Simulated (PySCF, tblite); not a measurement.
# C2H8BGe radical: geometry, infrared bands and EPR parameters

Aim: predict the infrared bands and EPR parameters of C2H8BGe radical (`[BH2][GeH2][CH]C`).

Programs: tblite 0.8.0 and PySCF 2.14.0, with density-fitted response routines of our own. Each step states its level of theory. These are calculated values for one molecule in the gas phase, unless marked as measured. Atoms are numbered from 0 throughout.

## 1. Starting geometry

12 atoms, charge 0, multiplicity 2; geometry from: force field or distance geometry start.

Bonds of the start (Å): B0–Ge1 2.02, Ge1–C2 1.88, C2–C3 1.49, B0–H4 1.19, B0–H5 1.19, Ge1–H6 1.54, Ge1–H7 1.55, C2–H8 1.09, C3–H9 1.11, C3–H10 1.11, C3–H11 1.13.

## 2. Relaxing the molecule with GFN2-xTB

What the job is given:

```
{"job": {"kind": "relax", "xc": "GFN2-xTB", "basis": "xTB"}, "charge": 0, "multiplicity": 2}
B      2.543400    -0.017800    -0.094600
Ge     0.670200    -0.737400     0.134800
C     -0.602000     0.585500    -0.263400
C     -2.037200     0.286300    -0.018200
H      3.160300     0.368800     0.842100
H      2.741800     0.547500    -1.123200
H      0.574300    -1.365600     1.540500
H      0.509300    -1.891400    -0.890500
H     -0.304500     1.630100    -0.215800
H     -2.411500     0.520900     1.005400
H     -2.654200     0.883000    -0.718100
H     -2.188800    -0.810700    -0.225100
```

On the command line:

```
$ OMP_NUM_THREADS=1 python probes_run.py task.json out
```

The driver reads the jobs from task.json and runs them one after another.

Log:

```text
step      E/eV     max force
  0    -309.85984    2.244
  1    -310.00037    1.163
  2    -310.10870    0.764
  3    -310.14482    0.666
  4    -310.18851    0.602
  5    -310.20546    0.401
  6    -310.21597    0.329
  7    -310.22436    0.312
  8    -310.23087    0.259
  9    -310.23476    0.194
 10    -310.23760    0.145
 11    -310.23992    0.142
 12    -310.24144    0.088
 13    -310.24233    0.063
 14    -310.24284    0.062
 15    -310.24319    0.064
 16    -310.24352    0.049
 17    -310.24391    0.059
 18    -310.24444    0.088
 19    -310.24506    0.088
 20    -310.24563    0.059
 21    -310.24615    0.063
 22    -310.24676    0.074
 23    -310.24749    0.089
 24    -310.24816    0.086
 25    -310.24858    0.049
 26    -310.24882    0.051
 27    -310.24907    0.055
 28    -310.24937    0.049
 29    -310.24963    0.044
 30    -310.24980    0.036
 31    -310.24992    0.043
 32    -310.25008    0.046
 33    -310.25031    0.062
 34    -310.25060    0.077
 35    -310.25088    0.063
 36    -310.25112    0.053
 37    -310.25137    0.057
 38    -310.25174    0.077
 39    -310.25222    0.091
 40    -310.25268    0.082
 41    -310.25297    0.042
 42    -310.25312    0.030
 43    -310.25323    0.034
 44    -310.25338    0.040
 45    -310.25352    0.030
 46    -310.25360    0.021
 47    -310.25366    0.020
 48    -310.25372    0.031
 49    -310.25382    0.038
 50    -310.25392    0.030
 51    -310.25401    0.023
 52    -310.25407    0.021
 53    -310.25414    0.025
 54    -310.25428    0.039
 55    -310.25449    0.051
 56    -310.25474    0.045
 57    -310.25493    0.044
 58    -310.25509    0.046
 59    -310.25527    0.050
 60    -310.25551    0.054
 61    -310.25578    0.047
 62    -310.25602    0.060
 63    -310.25627    0.041
 64    -310.25661    0.047
 65    -310.25740    0.075
 66    -310.25854    0.106
 67    -310.26000    0.111
 68    -310.24414    0.575
 69    -310.26158    0.085
 70    -310.26224    0.075
 71    -310.26313    0.139
 72    -310.26382    0.069
 73    -310.26422    0.063
 74    -310.26539    0.161
 75    -310.26632    0.062
 76    -310.26693    0.057
 77    -310.26798    0.110
 78    -310.26872    0.093
 79    -310.26953    0.054
 80    -310.26984    0.038
 81    -310.27009    0.055
 82    -310.27025    0.029
 83    -310.27044    0.053
 84    -310.27070    0.047
 85    -310.27113    0.055
 86    -310.27144    0.056
 87    -310.27177    0.045
 88    -310.27205    0.058
 89    -310.27230    0.076
 90    -310.27258    0.081
 91    -310.27296    0.041
 92    -310.27330    0.019
 93    -310.27345    0.024
 94    -310.27349    0.016
 95    -310.27352    0.014
 96    -310.27356    0.016
 97    -310.27359    0.011
 98    -310.27361    0.013
 99    -310.27362    0.014
100    -310.27363    0.007
```

Wall time 1.3 s (1 thread of Intel Xeon at 2.50GHz, shared host); peak memory 0.18 GiB.

Step by step: (not every step is listed)

| step | energy from step 0 (eV) | largest force (eV/Å) |
| --- | --- | --- |
| 0 | 0.0000 | 2.2438 |
| 1 | -0.1405 | 1.1633 |
| 2 | -0.2489 | 0.7638 |
| 3 | -0.2850 | 0.6664 |
| 4 | -0.3287 | 0.6024 |
| 5 | -0.3456 | 0.4008 |
| 6 | -0.3561 | 0.3291 |
| 7 | -0.3645 | 0.3118 |
| 8 | -0.3710 | 0.2586 |
| 16 | -0.3837 | 0.0491 |
| 24 | -0.3883 | 0.0855 |
| 32 | -0.3902 | 0.0461 |
| 40 | -0.3928 | 0.0821 |
| 48 | -0.3939 | 0.0308 |
| 56 | -0.3949 | 0.0448 |
| 64 | -0.3968 | 0.0467 |
| 72 | -0.4040 | 0.0693 |
| 80 | -0.4100 | 0.0378 |
| 88 | -0.4122 | 0.0584 |
| 95 | -0.4137 | 0.0142 |
| 96 | -0.4137 | 0.0156 |
| 97 | -0.4137 | 0.0106 |
| 98 | -0.4138 | 0.0132 |
| 99 | -0.4138 | 0.0141 |
| 100 | -0.4138 | 0.0070 |

Close pairs (by a distance rule), those that changed most:

| bond | before (Å) | after (Å) | change (Å) |
| --- | --- | --- | --- |
| Ge1–C2 | 1.878 | 1.921 | +0.043 |
| C3–H11 | 1.127 | 1.088 | -0.039 |
| Ge1–H6 | 1.543 | 1.514 | -0.029 |
| Ge1–H7 | 1.552 | 1.523 | -0.029 |
| B0–H5 | 1.190 | 1.167 | -0.023 |
| C3–H9 | 1.115 | 1.094 | -0.021 |
| B0–H4 | 1.186 | 1.166 | -0.020 |
| B0–Ge1 | 2.020 | 2.000 | -0.020 |

The next job starts from the end point, and lists it.

## 3. Vibrational analysis with GFN2-xTB

What the job is given:

```
{"job": {"kind": "ir", "xc": "GFN2-xTB", "basis": "xTB"}, "charge": 0, "multiplicity": 2}
B      2.584836     0.137955     0.019237
Ge     0.767987    -0.697735     0.026927
C     -0.672343     0.543569    -0.249194
C     -2.090950     0.292697     0.085174
H      3.495039    -0.373762     0.539022
H      2.767980     1.159044    -0.515197
H      0.383752    -1.500083     1.251770
H      0.637732    -1.794240    -1.022651
H     -0.459105     1.525364    -0.650022
H     -2.489911     1.072038     0.740951
H     -2.708517     0.308953    -0.818828
H     -2.215302    -0.674486     0.566782
```

Log:

```text
mode    cm-1     km/mol
  1     -22.9      0.79
  2      70.9      1.32
  3     110.4      1.03
  4     119.5      1.67
  5     254.3      6.42
  6     309.5     26.71
  7     461.5     23.47
  8     550.0     30.19
  9     572.4     43.07
 10     584.2      4.26
 11     642.2     36.02
 12     719.5     89.23
 13     740.6     69.94
 14     888.8    147.62
 15     947.8      4.18
 16     992.9     26.54
 17    1141.5      2.80
 18    1166.9     54.51
 19    1263.6     24.30
 20    1384.6      7.12
 21    1456.9      3.25
 22    1472.2     10.02
 23    1821.8    445.37
 24    1908.7    467.61
 25    2660.4     94.92
 26    2698.0    116.55
 27    2910.9     21.27
 28    2944.5     31.45
 29    3024.7      5.31
 30    3035.0     72.27
```

Wall time 0.63 s (1 thread of Intel Xeon at 2.50GHz, shared host); peak memory 0.18 GiB.

Which atoms move in the most intense modes:

| cm⁻¹ | km/mol | atoms |
| --- | --- | --- |
| 720 | 89.2 | H6 51 %, H4 13 %, H5 12 % |
| 741 | 69.9 | H5 30 %, H4 29 %, B0 25 %, H7 13 % |
| 889 | 147.6 | H6 50 %, H7 44 % |
| 1822 | 445.4 | H7 98 % |
| 1909 | 467.6 | H6 98 % |
| 2660 | 94.9 | H5 55 %, H4 41 % |
| 2698 | 116.5 | H4 52 %, H5 37 %, B0 11 % |
| 3035 | 72.3 | H8 83 % |

## 4. g tensor and hyperfine couplings: B3LYP/def2-TZVP-core+pcH-1

Same as in step 3 but for these lines:

```diff
@@ -1,2 +1,2 @@
-{"job": {"kind": "ir", "xc": "GFN2-xTB", "basis": "xTB"}, "charge": 0, "multiplicity": 2}
+{"job": {"kind": "epr", "basis": "pcH-1"}, "charge": 0, "multiplicity": 2}
 B      2.584836     0.137955     0.019237
```

Level: UKS B3LYP, def2-TZVP-core on Ge, pcH-1 on B C H, non-relativistic, mean-field spin-orbit, GIAO.

Log:

```text
UKS, coarse grid
  cycle   1  E = -2182.77121655  |g| = 1.32e+00
  cycle   2  E = -2182.73077915  |g| = 8.57e-01
  cycle   3  E = -2182.82381201  |g| = 3.65e-01
  cycle   4  E = -2182.85219915  |g| = 3.92e-02
  cycle   5  E = -2182.85298594  |g| = 1.51e-02
  cycle   6  E = -2182.85310095  |g| = 2.37e-03
  cycle   7  E = -2182.85310562  |g| = 9.68e-04
UKS, final grid
  cycle   1  E = -2182.85312521  |g| = 7.83e-04
  cycle   2  E = -2182.85312529  |g| = 9.11e-04
  cycle   3  E = -2182.85312564  |g| = 1.17e-04
  cycle   4  E = -2182.85312565  |g| = 6.35e-05
  cycle   5  E = -2182.85312566  |g| = 3.22e-05
  cycle   6  E = -2182.85312566  |g| = 8.54e-06
E = -2182.85312566 Eh   <S^2> = 0.7546 (exact 0.7500)
g shifts (ppm)      1          2          3
  rmc          -136       -136       -136
  gc             29          0         29
  oz_so       -1735       -669        540
  total       -1842       -804        433
hyperfine (MHz)  atom isotope    a_iso     a_fc   dipolar eigenvalues
    0   11B       2.64       2.62     -1.12     -0.40      1.51
    1  73Ge      19.96      20.32     -1.31     -0.43      1.74
    2   13C      91.13      91.33    -77.27    -75.38    152.65
    3   13C     -31.14     -31.15     -2.87      1.27      1.60
    4    1H      -1.54      -1.55     -0.97     -0.74      1.71
    5    1H      -0.39      -0.40     -1.65     -1.45      3.11
    6    1H      42.77      42.78     -3.06     -2.34      5.40
    7    1H     110.41     110.42     -2.82     -2.33      5.14
    8    1H     -56.31     -56.31    -36.49     -0.94     37.43
    9    1H     104.03     104.03     -5.16     -3.74      8.90
   10    1H     124.35     124.35     -5.57     -3.46      9.03
   11    1H       3.36       3.36     -4.61     -3.84      8.44
```

Wall time 3.5 min (1 thread of Intel Xeon at 2.50GHz, shared host); peak memory 0.88 GiB.

Principal g values 2.00048, 2.00151, 2.00275; g(iso) = 2.00158, against 2.00232 for a free electron.

Mean a(iso) over the nuclei that a row names, and the largest dipolar term of the row (other rows stand at the frozen geometry):

| nuclei | isotope | a(iso) (MHz) | a(iso) (G, at g = 2.0023) | largest dipolar term (MHz) |
| --- | --- | --- | --- | --- |
| C2 | 13C | 91.1 | 32.5 | 152.6 |
| H9, H10, H11 | 1H | 77.2 | 27.6 | 9.0 |
| H6, H7 | 1H | 76.6 | 27.3 | 5.4 |
| H8 | 1H | -56.3 | -20.1 | 37.4 |
| C3 | 13C | -31.1 | -11.1 | -2.9 |
| Ge1 | 73Ge | 20.0 | 7.1 | 1.7 |
| B0 | 11B | 2.6 | 0.9 | 1.5 |
| H4, H5 | 1H | -1.0 | -0.3 | 3.1 |

Mulliken spin populations:

| atom | value (e) |
| --- | --- |
| B0 | 0.00 |
| Ge1 | -0.05 |
| C2 | 1.00 |
| C3 | -0.09 |
| H4 | 0.00 |
| H5 | 0.00 |
| H6 | 0.02 |
| H7 | 0.06 |
| H8 | -0.04 |
| H9 | 0.04 |
| H10 | 0.05 |
| H11 | 0.00 |

In first order the couplings over 0.8 MHz of 1H, 11B give 288 distinct lines over 160.9 G, if the averaged nuclei exchange fast.

Orbitals, density, ELF and potential are computed afterwards from the orbital file.

ELF in a plane through or near 6 of the atoms.

Ten even steps from ' ' (0.00) to '@' (1.00):
```
                                                        
                                                        
                                                        
            ..====::        ..::                        
          --%%@@@@%%..    ..%%%%**                      
          **@@@@@@@@==    ==@@@@%%..                    
          ++@@@@@@@@==    ==@@@@%%..  ....              
        ..--##@@@@%%==..  --%%%%**----==--..            
      ..==****::::==##==::++++..**%%++**++::            
      ++@@@@@@..@@++%%--::**##::%%##++--**--            
    ..##@@@@@@%%==@@++--++..%%****++..--==..            
      **@@@@@@##**##::**++--==::::##@@@@++..            
      ::%%@@%%--::==::::--..::  ..@@@@@@%%::            
        ::--..    ..::==++**==    %%@@@@%%::            
                    ::**%%%%++    --%%@@**              
                    ..--**##--                          
                      ..::::..                          
                                                        
                                                        
                                                        
```
The map spans 12.2 Å across and 8.7 Å up, centred on the molecule. Atoms in the plane (x, y in Å): B0 (-2.6, 0.4), Ge1 (-0.8, -0.6), C2 (0.7, 0.5), C3 (2.1, 0.1), H5 (-2.6, 1.5), H11 (2.1, -1.0).

log10 of the density (e/Å³) in the same plane.

Ten even steps from '0' (-4.0) to '9' (1.7):
```
0000000000000000000000000000
0000000000000000000000000000
0000011111100011100000000000
0000122222211222221000000000
0000123443322344332111000000
0001245555433455543332100000
0012345676544566654443210000
0012356676544567665554320000
0123456776655678777665321000
0123466796666677779765421000
0123466666688766677765321000
0123456666699765567754320000
0012344455678654567654310000
0011233344566654455543200000
0001122234455543344432100000
0000001123344433222211000000
0000000012233332111100000000
0000000001122221000000000000
0000000000011110000000000000
0000000000000000000000000000
```
The map spans 12.2 Å across and 8.7 Å up, centred on the molecule. Atoms in the plane (x, y in Å): B0 (-2.6, 0.4), Ge1 (-0.8, -0.6), C2 (0.7, 0.5), C3 (2.1, 0.1), H5 (-2.6, 1.5), H11 (2.1, -1.0).

On the surface of density 0.002 e/bohr³ the electrostatic potential runs, from the 1st to the 99th percentile, from -0.25 V near C2 to 1.78 V near B0.

The spin density lies nearest to C2 67 %; H8 9 %.

## 5. Outcome

| quantity | value |
| --- | --- |
| strongest single infrared mode (GFN2-xTB) | 1909 cm⁻¹, 468 km/mol |
| zero-point energy (GFN2-xTB) | 52.7 kcal/mol |
| g(iso) (B3LYP) | 2.00158 |
| ⟨S²⟩ | 0.755 (exact 0.75) |
| largest a(iso) (averaged by class) | 13C on C2, 91.1 MHz |
| surface potential, 1st and 99th percentile | -0.25 V and 1.78 V |

The optimisation took 100 steps and gained 0.414 eV; among the close pairs (by a distance rule), Ge1–C2 changed most, from 1.878 to 1.921 Å. The lowest mode is imaginary (23i cm⁻¹), so the xTB geometry is not a minimum. The strongest single mode, at 1909 cm⁻¹, moves mainly H6. GFN2-xTB is a fitted tight-binding method: band positions and strengths are rough. Its intensities can rank the bands wrongly. Most of the unpaired spin sits on C2 (1.00 e). The isotropic g lies 0.7 ppt below the free-electron value. The hyperfine terms hold no scalar relativity, which the heavier nuclei need.
